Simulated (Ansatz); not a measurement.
# RuGe (quintet): wB97M-V, B2PLYP over vertical spin and charge gaps, def2-QZVPP

Aim: run RuGe (quintet) with these functionals over vertical spin and charge gaps, and hold them against the top wave-function level at the same points.

Program: Ansatz 0.2.0, Gaussian basis. Level of theory: def2-QZVPP, all electrons in the functionals, frozen cores in the correlation of double hybrids and RPA. These are calculated values, not measurements.

To be run: wB97M-V, B2PLYP, at charge 0, quintet; charge 0, triplet; charge 0, septet; charge 1, quartet; charge 1, sextet.

10 further runs of the same task are left out: 10 set aside as unsound or not needed. Runs told in other sessions of the task aren't counted.

## 1. The geometry

The geometry is a PBE0/def2-TZVP stationary point (not a proven minimum). No spin-orbit coupling is included. Elements past krypton take def2 core potentials. The filled d shell of Ge may be among the frozen orbitals whatever the setting's name suggests.

2 atoms, charge 0, spin multiplicity 5.

Atoms are counted from 1 here; the program's logs count them from 0.

Bond lengths: Ru1–Ge2 2.274 Å.

Coordinates:

| atom | x (Å) | y (Å) | z (Å) |
| --- | --- | --- | --- |
| Ru1 | 0.0000 | 0.0000 | 0.0000 |
| Ge2 | 0.0000 | 0.0000 | 2.2744 |

No dispersion term is added; wB97M-V holds VV10 nonlocal correlation.

The geometry shown and the zero of energy belong to the point charge 0, quintet. The yardstick, RCCSD(T), and other wave-function levels (R restricted, U unrestricted, valence and pair active spaces) come from earlier runs.

## 2. wB97M-V, charge 0, quintet

Input file in.yaml:

```yaml
crystal:
  periodic: [false, false, false]
  atoms:
    - {symbol: Ru, position_ang: [0.000000, 0.000000, 0.000000]}
    - {symbol: Ge, position_ang: [0.000000, 0.000000, 2.274400]}
basis:
  gaussian: {orbitals: "def2-QZVPP.json"}
magnetization: {spin_polarized: true, initial_magnetization: 4}
hamiltonian: {xc: {name: wB97M-V}}
output: {orbitals: {seedname: orbitals}}
```

On the command line:

```console
ansatz run in.yaml --threads 2 --pin off --events-out ev --progress --plain --max-ram 24576MiB --backend cuda --devices 0, --max-vram 18GiB
```

Output, cut to the lines that bear on the results:

```text
Functional definition: wB97M-V
  name "wB97M-V"
  cite "Mardirossian & Head-Gordon, J. Chem. Phys. 144, 214110 (2016) doi:10.1063/1.4952647"
  cite "Becke, J. Chem. Phys. 107, 8554 (1997) doi:10.1063/1.475007"
  cite "Vydrov & Van Voorhis, J. Chem. Phys. 133, 244103 (2010) doi:10.1063/1.3521275"
  # Of w^i u^j: cxij and so on, Table III.
[...]
  gx(w, u) = 1 - cx + cx01*u + cx10*w
  gss(w, u) = css00 + css04*u^4 + css10*w + css20*w^2 + css43*w^4*u^3
  gos(w, u) = cos00 + cos10*w + (cos20 + cos21*u)*w^2 + (cos60 + cos61*u)*w^6
[...]
      + integral(e_c_pw_mod_opposite_spin*gos(b97_w_opposite, b97_u_opposite)) + vv10(b, c)
930 factors; their error is unknown
184 factors; integrals over basis functions are off by at most 5.0e-5 eV
[...]
mean field -59093.38274848 eV, -2171.6417610730 hartree, gradient 5.5e-6 eV, S^2 6.029152; 3 other end points of the search recorded, 0 dependent functions left out
reference -59093.38279391 eV, -2171.6417627429 hartree; 26, 22 occupied and 151, 155 virtual orbitals, 930 factors
Total energy: -59093.38279391 eV, -2171.6417627429 hartree
```

Wall time 19 s (1 × H100 (card shared with other runs) with 2 threads of AMD EPYC 7R13, shared host); peak host memory 0.97 GiB.

From the report: ⟨S²⟩ of the determinant 6.029 (pure quintet: 6.00).

## 3. wB97M-V, charge 0, triplet

Edit in.yaml of step 2 so:

```diff
@@ -7,3 +7,3 @@
   gaussian: {orbitals: "def2-QZVPP.json"}
-magnetization: {spin_polarized: true, initial_magnetization: 4}
+magnetization: {spin_polarized: true, initial_magnetization: 2}
 hamiltonian: {xc: {name: wB97M-V}}
```

Same command.

Output, cut to the lines that bear on the results:

```text
Functional definition: wB97M-V
  name "wB97M-V"
  cite "Mardirossian & Head-Gordon, J. Chem. Phys. 144, 214110 (2016) doi:10.1063/1.4952647"
  cite "Becke, J. Chem. Phys. 107, 8554 (1997) doi:10.1063/1.475007"
  cite "Vydrov & Van Voorhis, J. Chem. Phys. 133, 244103 (2010) doi:10.1063/1.3521275"
  # Of w^i u^j: cxij and so on, Table III.
[...]
  gx(w, u) = 1 - cx + cx01*u + cx10*w
  gss(w, u) = css00 + css04*u^4 + css10*w + css20*w^2 + css43*w^4*u^3
  gos(w, u) = cos00 + cos10*w + (cos20 + cos21*u)*w^2 + (cos60 + cos61*u)*w^6
[...]
      + integral(e_c_pw_mod_opposite_spin*gos(b97_w_opposite, b97_u_opposite)) + vv10(b, c)
930 factors; their error is unknown
184 factors; integrals over basis functions are off by at most 5.0e-5 eV
[...]
mean field -59094.06893321 eV, -2171.6669778969 hartree, gradient 1.2e-5 eV, S^2 2.372938; 4 other end points of the search recorded, 0 dependent functions left out
reference -59094.06897507 eV, -2171.6669794351 hartree; 25, 23 occupied and 152, 154 virtual orbitals, 930 factors
Total energy: -59094.06897507 eV, -2171.6669794351 hartree
```

It took 23 s on 1 × H100 (card shared with other runs) with 2 threads of AMD EPYC 7R13, shared host; peak host memory 0.97 GiB.

From the report: ⟨S²⟩ of the determinant 2.373 (pure triplet: 2.00).

From charge 0, quintet: -0.686 eV.

## 4. wB97M-V, charge 0, septet

Edit in.yaml of step 3 so:

```diff
@@ -7,3 +7,3 @@
   gaussian: {orbitals: "def2-QZVPP.json"}
-magnetization: {spin_polarized: true, initial_magnetization: 2}
+magnetization: {spin_polarized: true, initial_magnetization: 6}
 hamiltonian: {xc: {name: wB97M-V}}
```

Same command.

Output, cut to the lines that bear on the results:

```text
Functional definition: wB97M-V
  name "wB97M-V"
  cite "Mardirossian & Head-Gordon, J. Chem. Phys. 144, 214110 (2016) doi:10.1063/1.4952647"
  cite "Becke, J. Chem. Phys. 107, 8554 (1997) doi:10.1063/1.475007"
  cite "Vydrov & Van Voorhis, J. Chem. Phys. 133, 244103 (2010) doi:10.1063/1.3521275"
  # Of w^i u^j: cxij and so on, Table III.
[...]
  gx(w, u) = 1 - cx + cx01*u + cx10*w
  gss(w, u) = css00 + css04*u^4 + css10*w + css20*w^2 + css43*w^4*u^3
  gos(w, u) = cos00 + cos10*w + (cos20 + cos21*u)*w^2 + (cos60 + cos61*u)*w^6
[...]
      + integral(e_c_pw_mod_opposite_spin*gos(b97_w_opposite, b97_u_opposite)) + vv10(b, c)
930 factors; their error is unknown
184 factors; integrals over basis functions are off by at most 5.0e-5 eV
[...]
mean field -59092.31024424 eV, -2171.6023472694 hartree, gradient 9.6e-6 eV, S^2 12.011763; 2 other end points of the search recorded, 0 dependent functions left out
reference -59092.31028884 eV, -2171.6023489082 hartree; 27, 21 occupied and 150, 156 virtual orbitals, 930 factors
Total energy: -59092.31028884 eV, -2171.6023489082 hartree
```

Run time: 13 s. Hardware: 1 × H100 (card shared with other runs) with 2 threads of AMD EPYC 7R13, shared host; peak host memory 0.97 GiB.

From the report: ⟨S²⟩ of the determinant 12.012 (pure septet: 12.00).

From charge 0, quintet: +1.073 eV.

## 5. wB97M-V, charge 1, quartet

Edit in.yaml of step 4 so:

```diff
@@ -7,3 +7,4 @@
   gaussian: {orbitals: "def2-QZVPP.json"}
-magnetization: {spin_polarized: true, initial_magnetization: 6}
+total_charge: 1
+magnetization: {spin_polarized: true, initial_magnetization: 3}
 hamiltonian: {xc: {name: wB97M-V}}
```

Launched as before.

Output, cut to the lines that bear on the results:

```text
Functional definition: wB97M-V
  name "wB97M-V"
  cite "Mardirossian & Head-Gordon, J. Chem. Phys. 144, 214110 (2016) doi:10.1063/1.4952647"
  cite "Becke, J. Chem. Phys. 107, 8554 (1997) doi:10.1063/1.475007"
  cite "Vydrov & Van Voorhis, J. Chem. Phys. 133, 244103 (2010) doi:10.1063/1.3521275"
  # Of w^i u^j: cxij and so on, Table III.
[...]
  gx(w, u) = 1 - cx + cx01*u + cx10*w
  gss(w, u) = css00 + css04*u^4 + css10*w + css20*w^2 + css43*w^4*u^3
  gos(w, u) = cos00 + cos10*w + (cos20 + cos21*u)*w^2 + (cos60 + cos61*u)*w^6
[...]
      + integral(e_c_pw_mod_opposite_spin*gos(b97_w_opposite, b97_u_opposite)) + vv10(b, c)
930 factors; their error is unknown
184 factors; integrals over basis functions are off by at most 5.0e-5 eV
[...]
mean field -59087.19155342 eV, -2171.4142388511 hartree, gradient 9.7e-6 eV, S^2 3.799613; 2 other end points of the search recorded, 0 dependent functions left out
reference -59087.19160081 eV, -2171.4142405927 hartree; 25, 22 occupied and 152, 155 virtual orbitals, 930 factors
Total energy: -59087.19160081 eV, -2171.4142405927 hartree
```

Run time: 33 s. Hardware: 1 × H100 (card shared with other runs) with 2 threads of AMD EPYC 7R13, shared host; peak host memory 0.96 GiB.

From the report: ⟨S²⟩ of the determinant 3.800 (pure quartet: 3.75).

From charge 0, quintet: +6.191 eV.

## 6. wB97M-V, charge 1, sextet

Edit in.yaml of step 5 so:

```diff
@@ -8,3 +8,3 @@
 total_charge: 1
-magnetization: {spin_polarized: true, initial_magnetization: 3}
+magnetization: {spin_polarized: true, initial_magnetization: 5}
 hamiltonian: {xc: {name: wB97M-V}}
```

Launched as before.

Output, cut to the lines that bear on the results:

```text
Functional definition: wB97M-V
  name "wB97M-V"
  cite "Mardirossian & Head-Gordon, J. Chem. Phys. 144, 214110 (2016) doi:10.1063/1.4952647"
  cite "Becke, J. Chem. Phys. 107, 8554 (1997) doi:10.1063/1.475007"
  cite "Vydrov & Van Voorhis, J. Chem. Phys. 133, 244103 (2010) doi:10.1063/1.3521275"
  # Of w^i u^j: cxij and so on, Table III.
[...]
  gx(w, u) = 1 - cx + cx01*u + cx10*w
  gss(w, u) = css00 + css04*u^4 + css10*w + css20*w^2 + css43*w^4*u^3
  gos(w, u) = cos00 + cos10*w + (cos20 + cos21*u)*w^2 + (cos60 + cos61*u)*w^6
[...]
      + integral(e_c_pw_mod_opposite_spin*gos(b97_w_opposite, b97_u_opposite)) + vv10(b, c)
930 factors; their error is unknown
184 factors; integrals over basis functions are off by at most 5.0e-5 eV
[...]
mean field -59085.75380786 eV, -2171.3614026765 hartree, gradient 8.0e-6 eV, S^2 8.764322; 3 other end points of the search recorded, 0 dependent functions left out
reference -59085.75384909 eV, -2171.3614041918 hartree; 26, 21 occupied and 151, 156 virtual orbitals, 930 factors
Total energy: -59085.75384909 eV, -2171.3614041918 hartree
```

Run time: 17 s. Hardware: 1 × H100 (card shared with other runs) with 2 threads of AMD EPYC 7R13, shared host; peak host memory 0.97 GiB.

From the report: ⟨S²⟩ of the determinant 8.764 (pure sextet: 8.75).

From charge 0, quintet: +7.629 eV.

## 7. B2PLYP, charge 0, quintet

Input file in.yaml:

```yaml
crystal:
  periodic: [false, false, false]
  atoms:
    - {symbol: Ru, position_ang: [0.000000, 0.000000, 0.000000]}
    - {symbol: Ge, position_ang: [0.000000, 0.000000, 2.274400]}
basis:
  gaussian: {orbitals: "def2-QZVPP.json"}
magnetization: {spin_polarized: true, initial_magnetization: 4}
hamiltonian: {xc: {name: B2PLYP}}
correlation: {electrons: outside_noble_gas}
```

Same command.

Output, cut to the lines that bear on the results:

```text
Functional definition: B2PLYP
  name "B2PLYP"
  cite "Grimme, J. Chem. Phys. 124, 034108 (2006) doi:10.1063/1.2148954"
  cite "Becke, Phys. Rev. A 38, 3098 (1988) doi:10.1103/PhysRevA.38.3098"
  cite "Lee, Yang & Parr, Phys. Rev. B 37, 785 (1988) doi:10.1103/PhysRevB.37.785"
[...]
1221 factors; integrals over basis functions are off by at most 1.0e-3 eV
[...]
mean field -59079.93525671 eV, -2171.1475748656 hartree, gradient 5.2e-6 eV, S^2 6.110732; 8 other end points of the search recorded, 0 dependent functions left out
18 core orbitals not correlated: weight in the atoms' cores, before any rotation towards them, 1.000 or more for the frozen orbitals, at most 0.000 for the correlated occupied ones
reference -59079.93537521 eV, -2171.1475792206 hartree; 8, 4 occupied and 151, 155 virtual orbitals, 1221 factors
second order -11.90456693 eV of doubles, -0.00000000 eV of singles
Total energy: -59083.14960828 eV, -2171.2657001073 hartree
```

Run time: 31 s. Hardware: 1 × H100 (card shared with other runs) with 2 threads of AMD EPYC 7R13, shared host; peak host memory 0.97 GiB.

From the report: ⟨S²⟩ of the determinant 6.111 (pure quintet: 6.00).

## 8. B2PLYP, charge 0, triplet

Edit in.yaml of step 7 so:

```diff
@@ -7,3 +7,3 @@
   gaussian: {orbitals: "def2-QZVPP.json"}
-magnetization: {spin_polarized: true, initial_magnetization: 4}
+magnetization: {spin_polarized: true, initial_magnetization: 2}
 hamiltonian: {xc: {name: B2PLYP}}
```

Same command.

Output, cut to the lines that bear on the results:

```text
Functional definition: B2PLYP
  name "B2PLYP"
  cite "Grimme, J. Chem. Phys. 124, 034108 (2006) doi:10.1063/1.2148954"
  cite "Becke, Phys. Rev. A 38, 3098 (1988) doi:10.1103/PhysRevA.38.3098"
  cite "Lee, Yang & Parr, Phys. Rev. B 37, 785 (1988) doi:10.1103/PhysRevB.37.785"
[...]
1221 factors; integrals over basis functions are off by at most 1.0e-3 eV
[...]
mean field -59080.40057155 eV, -2171.1646748708 hartree, gradient 1.1e-7 eV, S^2 2.896243; 15 other end points of the search recorded, 0 dependent functions left out
18 core orbitals not correlated: weight in the atoms' cores, before any rotation towards them, 0.999 or more for the frozen orbitals, at most 0.000 for the correlated occupied ones
reference -59080.40068673 eV, -2171.1646791034 hartree; 7, 5 occupied and 152, 154 virtual orbitals, 1221 factors
second order -13.41611133 eV of doubles, -0.00000000 eV of singles
Total energy: -59084.02303679 eV, -2171.2977980128 hartree
```

Wall time 48 s (1 × H100 (card shared with other runs) with 2 threads of AMD EPYC 7R13, shared host); peak host memory 0.96 GiB.

From the report: ⟨S²⟩ of the determinant 2.896 (pure triplet: 2.00). The determinant of B2PLYP (⟨S²⟩ 2.90) is far from a pure spin state, so its energy mixes those of several spin states; that is harmless only where they are near-degenerate.

From charge 0, quintet: -0.873 eV.

## 9. B2PLYP, charge 0, septet

Edit in.yaml of step 8 so:

```diff
@@ -7,3 +7,3 @@
   gaussian: {orbitals: "def2-QZVPP.json"}
-magnetization: {spin_polarized: true, initial_magnetization: 2}
+magnetization: {spin_polarized: true, initial_magnetization: 6}
 hamiltonian: {xc: {name: B2PLYP}}
```

The command is unchanged.

Output, cut to the lines that bear on the results:

```text
Functional definition: B2PLYP
  name "B2PLYP"
  cite "Grimme, J. Chem. Phys. 124, 034108 (2006) doi:10.1063/1.2148954"
  cite "Becke, Phys. Rev. A 38, 3098 (1988) doi:10.1103/PhysRevA.38.3098"
  cite "Lee, Yang & Parr, Phys. Rev. B 37, 785 (1988) doi:10.1103/PhysRevB.37.785"
[...]
1221 factors; integrals over basis functions are off by at most 1.0e-3 eV
[...]
mean field -59079.11558922 eV, -2171.1174526412 hartree, gradient 2.5e-6 eV, S^2 12.012575; 8 other end points of the search recorded, 0 dependent functions left out
18 core orbitals not correlated: weight in the atoms' cores, before any rotation towards them, 0.999 or more for the frozen orbitals, at most 0.000 for the correlated occupied ones
reference -59079.11570780 eV, -2171.1174569988 hartree; 9, 3 occupied and 150, 156 virtual orbitals, 1221 factors
second order -9.84440704 eV of doubles, -0.00000000 eV of singles
Total energy: -59081.77369770 eV, -2171.2151363260 hartree
```

Wall time 14 s (1 × H100 (card shared with other runs) with 2 threads of AMD EPYC 7R13, shared host); peak host memory 0.97 GiB.

From the report: ⟨S²⟩ of the determinant 12.013 (pure septet: 12.00).

From charge 0, quintet: +1.376 eV.

## 10. B2PLYP, charge 1, quartet

Edit in.yaml of step 9 so:

```diff
@@ -7,3 +7,4 @@
   gaussian: {orbitals: "def2-QZVPP.json"}
-magnetization: {spin_polarized: true, initial_magnetization: 6}
+total_charge: 1
+magnetization: {spin_polarized: true, initial_magnetization: 3}
 hamiltonian: {xc: {name: B2PLYP}}
```

Same command.

Output, cut to the lines that bear on the results:

```text
Functional definition: B2PLYP
  name "B2PLYP"
  cite "Grimme, J. Chem. Phys. 124, 034108 (2006) doi:10.1063/1.2148954"
  cite "Becke, Phys. Rev. A 38, 3098 (1988) doi:10.1103/PhysRevA.38.3098"
  cite "Lee, Yang & Parr, Phys. Rev. B 37, 785 (1988) doi:10.1103/PhysRevB.37.785"
[...]
1221 factors; integrals over basis functions are off by at most 1.0e-3 eV
[...]
mean field -59073.82538458 eV, -2170.9230412062 hartree, gradient 8.2e-6 eV, S^2 3.849685; 6 other end points of the search recorded, 0 dependent functions left out
18 core orbitals not correlated: weight in the atoms' cores, before any rotation towards them, 1.000 or more for the frozen orbitals, at most 0.000 for the correlated occupied ones
reference -59073.82551176 eV, -2170.9230458802 hartree; 7, 4 occupied and 152, 155 virtual orbitals, 1221 factors
second order -11.68270796 eV of doubles, -0.00000000 eV of singles
Total energy: -59076.97984291 eV, -2171.0389654118 hartree
```

Run time: 36 s. Hardware: 1 × H100 (card shared with other runs) with 2 threads of AMD EPYC 7R13, shared host; peak host memory 0.96 GiB.

From the report: ⟨S²⟩ of the determinant 3.850 (pure quartet: 3.75).

From charge 0, quintet: +6.170 eV.

## 11. B2PLYP, charge 1, sextet

Edit in.yaml of step 10 so:

```diff
@@ -8,3 +8,3 @@
 total_charge: 1
-magnetization: {spin_polarized: true, initial_magnetization: 3}
+magnetization: {spin_polarized: true, initial_magnetization: 5}
 hamiltonian: {xc: {name: B2PLYP}}
```

Same command.

Output, cut to the lines that bear on the results:

```text
Functional definition: B2PLYP
  name "B2PLYP"
  cite "Grimme, J. Chem. Phys. 124, 034108 (2006) doi:10.1063/1.2148954"
  cite "Becke, Phys. Rev. A 38, 3098 (1988) doi:10.1103/PhysRevA.38.3098"
  cite "Lee, Yang & Parr, Phys. Rev. B 37, 785 (1988) doi:10.1103/PhysRevB.37.785"
[...]
1221 factors; integrals over basis functions are off by at most 1.0e-3 eV
[...]
mean field -59072.70764195 eV, -2170.8819649223 hartree, gradient 8.7e-6 eV, S^2 8.767857; 8 other end points of the search recorded, 0 dependent functions left out
18 core orbitals not correlated: weight in the atoms' cores, before any rotation towards them, 1.000 or more for the frozen orbitals, at most 0.000 for the correlated occupied ones
reference -59072.70776628 eV, -2170.8819694914 hartree; 8, 3 occupied and 151, 156 virtual orbitals, 1221 factors
second order -9.09357249 eV of doubles, -0.00000000 eV of singles
Total energy: -59075.16303085 eV, -2170.9721988002 hartree
```

Wall time 23 s (1 × H100 (card shared with other runs) with 2 threads of AMD EPYC 7R13, shared host); peak host memory 0.97 GiB.

From the report: ⟨S²⟩ of the determinant 8.768 (pure sextet: 8.75).

From charge 0, quintet: +7.987 eV.

## 12. Against the wave-function levels

No level is safe as a reference over these points; RCCSD(T) serves as a yardstick only. It comes from earlier runs at the same points. Energies in eV, counted from charge 0, quintet; blanks weren't run or aren't comparable.

| level | quintet to triplet | quintet to septet | ionisation to the quartet cation | ionisation to the sextet cation |
| --- | --- | --- | --- | --- |
| RCCSD(T) | -0.931 | 1.289 | 6.237 | 8.023 |
| wB97M-V | -0.686 | 1.073 | 6.191 | 7.629 |
| B2PLYP | -0.873 | 1.376 | 6.170 | 7.987 |

Largest miss and mean time a point (RCCSD(T) took 1.9 min a point; shared hosts):

| level | largest miss (eV) | where | time a point |
| --- | --- | --- | --- |
| wB97M-V | -0.394 | ionisation to the sextet cation | 21 s |
| B2PLYP | +0.087 | quintet to septet | 30 s |

## 13. Summary of results

```
                                  quantity                                        value
              quintet to triplet, RCCSD(T)                                    -0.931 eV
               quintet to septet, RCCSD(T)                                     1.289 eV
ionisation to the quartet cation, RCCSD(T)                                     6.237 eV
 ionisation to the sextet cation, RCCSD(T)                                     8.023 eV
                     largest miss, wB97M-V  -0.394 eV (ionisation to the sextet cation)
                      largest miss, B2PLYP                +0.087 eV (quintet to septet)
```

In words: Of the functionals, B2PLYP keep the smallest largest miss at the points compared (at most 0.087 eV) and wB97M-V strays most (0.394 eV, at ionisation to the sextet cation). wB97M-V, B2PLYP clearly break the spin symmetry at some points (⟨S²⟩ up to 0.90 above the pure value), so energy there is bought with a mixed spin. Functionals and the yardstick converge differently with the basis, so part of each miss in def2-QZVPP is the basis. The yardstick itself may be off where one determinant is a poor start.
